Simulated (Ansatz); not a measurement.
# Li₃Eu, space group Fm-3m: a check of PAW against all-electron LAPW

Computed with Ansatz 0.2.0 through its Python package.

Run as a notebook:

**Cell 1**
```python
import ansatz as az
import numpy as np
import pandas as pd
```

**Cell 2**
```python
def count_gap(report):
    # lowest empty less highest filled band, counting bands; zero where they overlap
    return max(report.get('gap_by_band_count_ev') or 0.0, 0.0)
```

**Cell 3**
```python
lattice = az.Lattice.of(
    (0.0, 3.870791, 3.870791),
    (3.870791, 0.0, 3.870791),
    (3.870791, 3.870791, 0.0),
)
sites = [
    ('Li', (0.25, 0.25, 0.25)),
    ('Li', (0.75, 0.75, 0.75)),
    ('Li', (0.5, 0.5, 0.5)),
    ('Eu', (0.0, 0.0, 0.0)),
]
system = az.Crystal(lattice=lattice)
for symbol, position in sites:
    system = system.atom(symbol, position)
system = system.moments(Eu=7)
```

**Cell 4**
```python
[site.symbol for site in system.resolved().sites]
```
Output:
```text
['Li', 'Li', 'Li', 'Eu']
```

**Cell 5**
```python
base = (
    system.calculation()
    .functional(az.Functional.LDA)
    .spin(az.SpinTreatment.COLLINEAR)
    .occupations(az.OccupationsMethod.GAUSSIAN, width=0.15)
    .scf(tolerance=1e-09)
    .kpoints(6, 6, 6, center='gamma')
    .stress()
    .forces()
    .band_table()
)
variants = {
    'PAW': base.pseudopotentials('paw'),
    'LAPW': base.pseudopotentials('all_electron', lapw=True),
}
rows = []
for label, variant in variants.items():
    rep = variant.run(threads=1, backend='cpu').report
    levels = np.array(rep['eigenvalues_ev'][0]) - rep['fermi_energy_ev']
    print(label, 'levels at the first k-point near E_F:', np.round(levels[np.abs(levels) < 5], 3))
    rows.append((label, rep['n_electrons'], np.trace(rep['stress_gpa']) / 3, count_gap(rep), rep['magnetization_mub']))
print(pd.DataFrame(rows, columns=['treatment', 'electrons in bands', 'P GPa', 'gap by band count eV', 'moment muB']).round(4).to_string(index=False))
```
Output:
```text
DeckWarning: basis.ecutwfc = 420 eV, auto-derived from the records' recommended cutoffs: set by Li (normal level)
DeckWarning: output.stress: scf.convergence.dr2_threshold = 1e-9 eV is looser than the 4e-10 eV advised for a printed stress (1e-10 eV for each atom of the cell: 4). What an SCF threshold leaves in a stress goes as its square root, and in the free energy as the threshold itself, and one threshold admits the most on a [...]
PAW levels at the first k-point near E_F: [-3.657 -0.39  -0.381 -0.381 -0.381 -0.334 -0.334 -0.334  0.237  0.237
  0.237  1.765  1.765  3.116]
LAPW levels at the first k-point near E_F: [-3.655 -0.396 -0.386 -0.386 -0.386 -0.34  -0.34  -0.34   0.241  0.241
  0.241  1.774  1.774  3.116]
treatment  electrons in bands   P GPa  gap by band count eV  moment muB
      PAW                26.0 -1.6332                   0.0      7.5626
     LAPW                36.0 -1.6063                   0.0      7.5589
```

PAW gives -1.633 GPa and LAPW -1.606 GPa, 0.027 GPa apart. They took 4.6 and 19.4 s of processor time.

What to keep in mind:
- Open f shells: without a Hubbard U, without spin-orbit coupling; the state reached hangs on the start and needn't be the lowest.
- The computed bands are complete only to about 1.9 eV above the Fermi level.
- For a metal this k-point mesh is coarse: on a finer one energies can move by several to tens of meV an atom and pressures by half a GPa or more, differences at one mesh by less.
- A gap by band count of zero or less means overlapping bands, a metal.
- This cell is a computed structure, which may not be the phase found in nature.
- Gaps and levels are Kohn-Sham values on a finite set of k-points, without spin-orbit coupling.
- Warnings are shown shortened and without file and line.
- Pressure is positive in compression; the treatments may keep other shells as core, so totals and counts of electrons can differ.
- It ran for 35 s on 1 thread of Intel(R) Xeon(R) Processor @ 2.30GHz, on a shared host, peak memory 0.7 GiB.
